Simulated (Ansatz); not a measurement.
# C₂H₅FGeO: small, medium and large basis sets

An exercise on one series of results from a longer session: the logs are not shown, and one member is left open.

Method: one geometry, several basis sets; program: Ansatz 0.2.0, Gaussian basis.

The runs, in order: PBE0-D4/def2-SVP; ωB97M-V/def2-SVP; PBE0-D4/def2-QZVPP; ωB97M-V/def2-QZVPP; the functionals' def2-TZVPP values are taken from earlier runs.

### The geometry

An earlier PBE0-D4 in a triple-zeta def2 set relaxation fixed the geometry.

SMILES `F[CH2][GeH]1[CH2][O]1`, 10 atoms, charge 0, spin multiplicity 1.

Atoms are counted from 1 here; the program's logs count them from 0.

Bond lengths: F1–C2 1.383 Å, C2–Ge3 1.965 Å, C2–H6 1.092 Å, C2–H7 1.093 Å, Ge3–C4 1.899 Å, Ge3–O5 1.833 Å, Ge3–H8 1.529 Å, C4–O5 1.425 Å, C4–H9 1.090 Å, C4–H10 1.091 Å. Angles: F1–C2–Ge3 110.7°, F1–C2–H6 109.2°, F1–C2–H7 108.5°, Ge3–C2–H6 109.0°, Ge3–C2–H7 110.4°, H6–C2–H7 109.0°, C2–Ge3–C4 120.4°, C2–Ge3–O5 109.0°, C2–Ge3–H8 117.3°, C4–Ge3–O5 44.9°, C4–Ge3–H8 122.3°, O5–Ge3–H8 112.7°, Ge3–C4–O5 65.1°, Ge3–C4–H9 119.5°, Ge3–C4–H10 119.4°, O5–C4–H9 115.0°, O5–C4–H10 115.1°, H9–C4–H10 113.7° and more.

Set-up of the first run:

File in.yaml:

```yaml
crystal:
  periodic: [false, false, false]
  atoms:
    - {symbol: F, position_ang: [-2.548001, 0.041316, 0.583075]}
    - {symbol: C, position_ang: [-1.337135, 0.710128, 0.575157]}
    - {symbol: Ge, position_ang: [-0.087063, -0.134087, -0.684912]}
    - {symbol: C, position_ang: [1.549593, -0.871774, -0.065169]}
    - {symbol: O, position_ang: [1.599484, 0.517257, -0.380752]}
    - {symbol: H, position_ang: [-0.904434, 0.681414, 1.577858]}
    - {symbol: H, position_ang: [-1.517088, 1.751007, 0.294418]}
    - {symbol: H, position_ang: [-0.467265, -0.119427, -2.165427]}
    - {symbol: H, position_ang: [2.132154, -1.515999, -0.724086]}
    - {symbol: H, position_ang: [1.662956, -1.110935, 0.992839]}
basis:
  gaussian: {orbitals: def2-SVP}
hamiltonian: {xc: pbe0, dispersion: d4}
output: {orbitals: {seedname: orbitals}}
```

Among the steps run: PBE0-D4 in def2-SVP; ωB97M-V in def2-SVP; PBE0-D4 in def2-QZVPP; ωB97M-V in def2-QZVPP.

One of the session's tables, all rows but one given; the rest of the session is left out.

It belongs to the step «Functionals by basis». 

```
functional       basis  HOMO (eV)
   PBE0-D4    def2-SVP      -7.16
   PBE0-D4  def2-TZVPP      -7.22
   PBE0-D4  def2-QZVPP      -7.25
   ωB97M-V    def2-SVP          ?
   ωB97M-V  def2-TZVPP      -9.40
   ωB97M-V  def2-QZVPP      -9.43
```

**Question.** Estimate the row for ωB97M-V, def2-SVP.

**Answer.** HOMO (eV): -9.32. In the column «HOMO (eV)» it lies between ωB97M-V, def2-TZVPP (-9.40) and PBE0-D4, def2-QZVPP (-7.25).
